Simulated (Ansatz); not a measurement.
# Al₂F₂H₄S₂: up Jacob's ladder to CCSD(T)

The task here is to estimate one member of a computed series from the others.

Computed with Ansatz 0.2.0, Gaussian basis. Level: functionals in def2-TZVPP, the program's frozen cores in correlated methods.

The runs, in order: LDA (SPW92), PBE-D4, revPBE-D4, BLYP-D4, r2SCAN-D4, B97M-V, PBE0-D4, B3LYP-D4, r2SCANh-D4, r2SCAN0-D4, HSE06-D4, BHLYP-D4, CAM-B3LYP-D4, LC-ωPBE, ωB97X-V, ωB97M-V, B2PLYP, PBE-QIDH; CCSD(T)/def2-SVP; CCSD(T)/def2-TZVPP; MP2/def2-QZVPP; extrapolation to the limit; RPA on PBE.

### Structure used throughout

All runs share one geometry, relaxed beforehand with PBE0-D4 in a triple-zeta def2 set.

SMILES `[F][Al@H-]1[SH+][Al@@H-]([F])[SH+]1`, 10 atoms, charge 0, spin multiplicity 1.

Atoms are counted from 1 here; the program's logs count them from 0.

Bond lengths: F1–Al2 1.657 Å, Al2–S3 2.360 Å, Al2–S6 2.360 Å, Al2–H7 1.570 Å, S3–Al4 2.360 Å, S3–H8 1.347 Å, Al4–F5 1.657 Å, Al4–S6 2.360 Å, Al4–H9 1.570 Å, S6–H10 1.347 Å. Angles: F1–Al2–S3 105.7°, F1–Al2–S6 105.7°, F1–Al2–H7 124.1°, S3–Al2–S6 96.1°, S3–Al2–H7 110.8°, S6–Al2–H7 110.8°, Al2–S3–Al4 83.7°, Al2–S3–H8 92.5°, Al4–S3–H8 92.5°, S3–Al4–F5 105.7°, S3–Al4–S6 96.1°, S3–Al4–H9 110.8°, F5–Al4–S6 105.7°, F5–Al4–H9 124.1°, S6–Al4–H9 110.8°, Al2–S6–Al4 83.7°, Al2–S6–H10 92.5°, Al4–S6–H10 92.5°.

Set-up of the first run:

in.yaml

```yaml
crystal:
  periodic: [false, false, false]
  atoms:
    - {symbol: F, position_ang: [0.965787, -0.758741, -2.304153]}
    - {symbol: Al, position_ang: [1.378230, -0.416140, -0.735823]}
    - {symbol: S, position_ang: [-0.111496, -1.663705, 0.603659]}
    - {symbol: Al, position_ang: [-0.925438, 0.463099, 1.223552]}
    - {symbol: F, position_ang: [-2.463776, 0.550278, 0.612753]}
    - {symbol: S, position_ang: [0.425516, 1.692344, -0.270867]}
    - {symbol: H, position_ang: [2.840473, -0.503265, -0.171198]}
    - {symbol: H, position_ang: [-1.006670, -1.779794, -0.396611]}
    - {symbol: H, position_ang: [-0.549659, 0.790804, 2.712161]}
    - {symbol: H, position_ang: [-0.469968, 1.573920, -1.270573]}
basis:
  gaussian: {orbitals: def2-TZVPP}
hamiltonian: {xc: lda}
output: {orbitals: {seedname: orbitals}}
```

Launch:

```sh
ansatz run in.yaml --threads 4 --pin off --events-out ev --progress --plain --max-ram 10444MiB
```

Steps of the session up to this table: LDA; PBE-D4 (GGA); revPBE-D4 (GGA); BLYP-D4 (GGA); r2SCAN-D4 (meta-GGA); B97M-V (meta-GGA); PBE0-D4 (hybrid); B3LYP-D4 (hybrid); r2SCANh-D4 (hybrid); r2SCAN0-D4 (hybrid); HSE06-D4 (hybrid); BHLYP-D4 (hybrid); CAM-B3LYP-D4 (range-separated); LC-ωPBE (range-separated); ωB97X-V (range-separated); ωB97M-V (range-separated); B2PLYP (double hybrid); PBE-QIDH (double hybrid).

One of the session's tables, all rows but one given; the rest of the session is left out.

It belongs to the step «Frontier levels by functional». 

| functional | HOMO (eV) | gap (eV) |
| --- | --- | --- |
| LDA (SPW92) | -7.53 | 5.37 |
| PBE-D4 | -7.45 | 5.51 |
| revPBE-D4 | -7.41 | 5.58 |
| BLYP-D4 | -7.34 | 5.54 |
| r2SCAN-D4 | -7.79 | 6.10 |
| B97M-V | -7.86 | 6.07 |
| PBE0-D4 | -8.74 | 7.64 |
| B3LYP-D4 | -8.52 | 7.24 |
| r2SCANh-D4 | -8.25 | 6.87 |
| r2SCAN0-D4 | -8.95 | 8.00 |
| HSE06-D4 | -8.34 | 6.87 |
| BHLYP-D4 | -9.92 | 9.73 |
| CAM-B3LYP-D4 | -10.08 | 10.04 |
| LC-ωPBE | ? | ? |
| ωB97X-V | -11.09 | 12.05 |
| ωB97M-V | -10.87 | 11.58 |

**Question.** Estimate the row for LC-ωPBE.

The run gave: HOMO (eV): -11.44; gap (eV): 12.54. In the column «HOMO (eV)» it is the lowest.
